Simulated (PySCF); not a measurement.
# C2H7N2Si2: the cost of one run

Computed with PySCF 2.14.0 and routines of our own; the level stands in each step. Atoms count from 0.

### Step 1. The starting structure

13 atoms, charge 0, multiplicity 2; geometry from: GFN2-xTB.

### Step 2. Open-shell or spin-flip excitations: unrestricted TDDFT CAM-B3LYP/def2-SVPD

Job settings and geometry (Å):

```
{"job": {"kind": "uabs", "xc": "CAM-B3LYP", "basis": "def2-SVPD", "nstates": 10, "tda": false}, "charge": 0, "multiplicity": 2}
C     -3.499174    -0.649646     0.604126
C     -2.514730    -0.096326     0.192735
Si    -0.995476     0.740942    -0.456042
N      0.326086    -0.125618     0.252018
Si     2.048248     0.197794     0.110510
N      2.656144    -0.920810    -0.974819
H     -4.361662    -1.131932     0.966902
H     -0.905167     2.119358     0.033880
H     -0.997779     0.671533    -1.921433
H      0.126053    -1.087759     0.476013
H      2.497441     0.211527     1.511110
H      2.135418     1.546020    -0.457754
H      3.480208    -1.474596    -0.805402
```

Level: unrestricted TDDFT CAM-B3LYP/def2-SVPD, vertical, gas phase, core orbitals frozen in the response.

Command:

```sh
$ OMP_NUM_THREADS=1 python excited_run.py task.json out
```

The driver reads the jobs from task.json and runs them one after another.

**Question.** How long does this first job take on 1 thread of Intel Xeon at 2.50GHz, shared host, and how much memory does it need?

About 4 min, with a peak of 0.72 GiB.
